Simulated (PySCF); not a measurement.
# CH10B3GeN: the cost of one run

The runs use PySCF 2.14.0, with density-fitted response routines of our own; the level of theory stands in each step. All values are computed, except where a source is named. Atoms count from 0, in the outputs and in this text.

### 1 The molecule as given

16 atoms, charge 0, multiplicity 1; geometry from: GFN2-xTB.

Bonds of the start (Å): B0–Ge1 2.06, Ge1–N2 1.94, N2–B3 1.38, N2–B4 1.43, B4–C5 1.57, B0–H6 1.18, B0–H7 1.18, Ge1–H8 1.53, Ge1–H9 1.53, B3–H10 1.25, B3–H11 1.17, B4–H12 1.18, C5–H13 1.09, C5–H14 1.09, C5–H15 1.09.

### 2 TDDFT and polarisability: CAM-B3LYP/def2-SVPD

What the job is given:

```
{"job": {"kind": "uv", "xc": "CAM-B3LYP", "basis": "def2-SVPD", "nstates": 8, "ntriplets": 3}, "charge": 0, "multiplicity": 1}
B      2.640502     0.383835     0.222221
Ge     1.100879    -0.932255    -0.139215
N     -0.166520     0.457867     0.336256
B      0.559869     1.581494     0.655782
B     -1.592719     0.383320     0.374117
C     -2.347453    -0.946641     0.016743
H      3.218115     0.789058    -0.719134
H      3.280692     0.192312     1.190221
H      0.559328    -1.387453    -1.498044
H      0.630108    -2.091416     0.744017
H      1.799081     1.439077     0.577882
H      0.171238     2.630782     0.985828
H     -2.191911     1.344435     0.694124
H     -2.864150    -1.330912     0.896135
H     -1.684761    -1.729401    -0.349489
H     -3.119897    -0.775159    -0.731369
```

Method: TDDFT CAM-B3LYP/def2-SVPD, vertical, gas phase, core orbitals frozen in the response.

The run is started by

```bash
> OMP_NUM_THREADS=1 python probes_run.py task.json out
```

The driver reads the jobs from task.json and runs them one after another.

Q: Estimate the wall time and peak memory of this job on 1 thread of Intel Xeon at 2.70GHz, shared host.

About 65 s, with a peak of 1 GiB.
